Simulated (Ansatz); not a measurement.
# ClF2GeH: the cost of one run

Method: RKS B3LYP-D4/def2-SVP, in Ansatz 0.2.0.

**1. The starting structure**

Bond lengths: Ge1–H2 1.550 Å, Ge1–F3 1.680 Å, Ge1–Cl4 2.218 Å, Ge1–F5 1.679 Å. Angles: H2–Ge1–F3 109.4°, H2–Ge1–Cl4 109.5°, H2–Ge1–F5 109.5°, F3–Ge1–Cl4 109.5°, F3–Ge1–F5 109.5°, Cl4–Ge1–F5 109.5°.

Coordinates:

```xyz
5

Ge    0.0000    0.0000    0.0000
H     0.0000    0.0000    1.5500
F     1.5842    0.0000   -0.5594
Cl   -1.0456    1.8115   -0.7393
F    -0.7913   -1.3709   -0.5594
```

**2. Preparing the start**

input.yaml

```yaml
crystal:
  periodic: [false, false, false]
  atoms:
    - { symbol: Ge, position_ang: [0.0, 0.0, 0.0] }
    - { symbol: H, position_ang: [0.0, 0.0, 1.55] }
    - { symbol: F, position_ang: [1.5842, 0.0, -0.5594] }
    - { symbol: Cl, position_ang: [-1.0456, 1.8115, -0.7393] }
    - { symbol: F, position_ang: [-0.7913, -1.3709, -0.5594] }
basis:
  gaussian: { orbitals: def2-SVP }
hamiltonian:
  xc: b3lyp
  dispersion: d4
relax:
  f_tol: 0.02
  max_steps: 40
```

The run is started by

```console
$ ansatz run input.yaml --threads 1 --pin off --max-ram 2048MiB --backend cpu --events-out ev --progress --plain --runs-dir out
```

What time and memory should one allow on 1 thread of Arm Neoverse V1, shared host?

About 19 s, with a peak of 0.17 GiB.
